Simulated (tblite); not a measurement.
# C4H10F2N2Si: the cost of one run

Programs: tblite 0.8.0 and PySCF 2.14.0, with density-fitted response routines of our own. Each step states its level of theory. These are calculated values for one molecule in the gas phase, unless marked as measured. Atoms are numbered from 0 throughout.

## Step 1: Starting geometry

19 atoms, charge 0, multiplicity 1; geometry from: force field or distance geometry start.

Bonds of the start (Å): F0–C1 1.41, C1–C2 1.54, C2–C3 1.47, C3–N4 1.41, N4–Si5 1.80, Si5–C6 1.85, C6–F7 1.40, Si5–N8 1.79, N8–C2 1.43, C1–H9 1.09, C1–H10 1.10, C2–H11 1.11, C3–H12 1.14, C3–H13 1.12, N4–H14 1.03, Si5–H15 1.47, C6–H16 1.12, C6–H17 1.11, N8–H18 1.04.

## Step 2: Geometry optimisation with GFN2-xTB

What the job is given:

```
{"job": {"kind": "relax", "xc": "GFN2-xTB", "basis": "xTB"}, "charge": 0, "multiplicity": 1}
F     -2.623600    -1.975500     0.030100
C     -2.381000    -0.672200    -0.443200
C     -1.160300    -0.165000     0.354500
C     -0.835400     1.203300    -0.085200
N      0.537800     1.493800     0.008800
Si     1.274400     0.012600     0.707500
C      2.891100    -0.396500    -0.101300
F      3.719100    -1.010300     0.840400
N     -0.058400    -1.066900     0.208400
H     -2.186700    -0.716100    -1.518400
H     -3.252900    -0.072000    -0.155400
H     -1.481500    -0.172800     1.417800
H     -1.387200     1.919300     0.610400
H     -1.246100     1.410000    -1.103300
H      0.798200     2.355800     0.518800
H      1.348300     0.094700     2.175300
H      2.789000    -1.003300    -1.031400
H      3.384300     0.572200    -0.326600
H     -0.139000    -1.801800     0.946200
```

The run is started by

```bash
$ OMP_NUM_THREADS=1 python probes_run.py task.json out
```

The driver reads the jobs from task.json and runs them one after another.

**Question.** How long does this first job take on 1 thread of Arm Neoverse N1, shared host, and how much memory does it need?

About 2.2 s, with a peak of 0.18 GiB.
